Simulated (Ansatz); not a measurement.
**NaBr (singlet): wave-function methods side by side at distance Br1–Na2 = 4.543 Å, cc-pVDZ**

The task here is to estimate one member of a computed series from the others.

Program: Ansatz 0.2.0, Gaussian basis. Level of theory: cc-pVDZ, core rule «outside noble gas», up to 19 orbitals frozen. These are calculated values, not measurements.

To be run: UHF; CCSD(T) on RHF; BCCD(T) on RHF; CISD; CCSDT(Q) on RHF; CCSDTQ on RHF; CASSCF and MRCISD+Q, 2 electrons in 2 orbitals; CASSCF and NEVPT2, 2 electrons in 2 orbitals.

54 further runs of the same task are left out: 33 for a known fault of the program, 19 that didn't finish, 2 set aside as unsound or not needed. Runs told in other sessions of the task aren't counted.

### The geometry

The geometry derives from a PBE0/def2-TZVP stationary point (not a proven minimum). One bond is set to the value named and the two fragments are kept rigid. No spin-orbit coupling is included. The filled d shell of Br may be among the frozen orbitals whatever the setting's name suggests.

2 atoms, charge 0, spin multiplicity 1.

Atoms are counted from 1 here; the program's logs count them from 0.

No contacts short enough for the rule that draws bonds.

Set-up of the first run:

File in.yaml:

```yaml
crystal:
  periodic: [false, false, false]
  atoms:
    - {symbol: Br, position_ang: [0.000000, 0.000000, 0.000000]}
    - {symbol: Na, position_ang: [0.000000, 0.000000, 4.543000]}
basis:
  gaussian: {orbitals: cc-pVDZ}
magnetization: {spin_polarized: true, initial_magnetization: 0}
hamiltonian: {xc: hf}
output: {orbitals: {seedname: orbitals}}
```

Run with:

```bash
> ansatz run in.yaml --threads 1 --pin off --events-out ev --progress --plain --max-ram 2393MiB
```

Steps of the session up to this table: UHF; CCSD(T) on RHF; BCCD(T) on RHF; CISD; CCSDT(Q) on RHF; CCSDTQ on RHF; CASSCF and MRCISD+Q, 2 electrons in 2 orbitals; CASSCF and NEVPT2, 2 electrons in 2 orbitals.

One table of the session follows, with a row left open; its other results are not shown here.

| method | from RCCSDTQ (kJ/mol) |
| --- | --- |
| RHF | +343.6 |
| RMP2 | +32.7 |
| CISD | +19.0 |
| RCCSD | ? |
| RCCSD(T) | +1.3 |
| BCCD(T) | +1.3 |
| RCCSDT | +0.8 |
| RCCSDT(Q) | 0.0 |
| RCCSDTQ | 0 |
| CASSCF pair | +326.0 |
| NEVPT2 pair | +30.5 |
| MRCISD pair | +16.3 |
| MRCISD+Q pair | -0.8 |

**Question.** Estimate the row for RCCSD.

The run gave: from RCCSDTQ (kJ/mol): +5.5. In the column «from RCCSDTQ (kJ/mol)» it lies between BCCD(T) (+1.3) and MRCISD pair (+16.3).
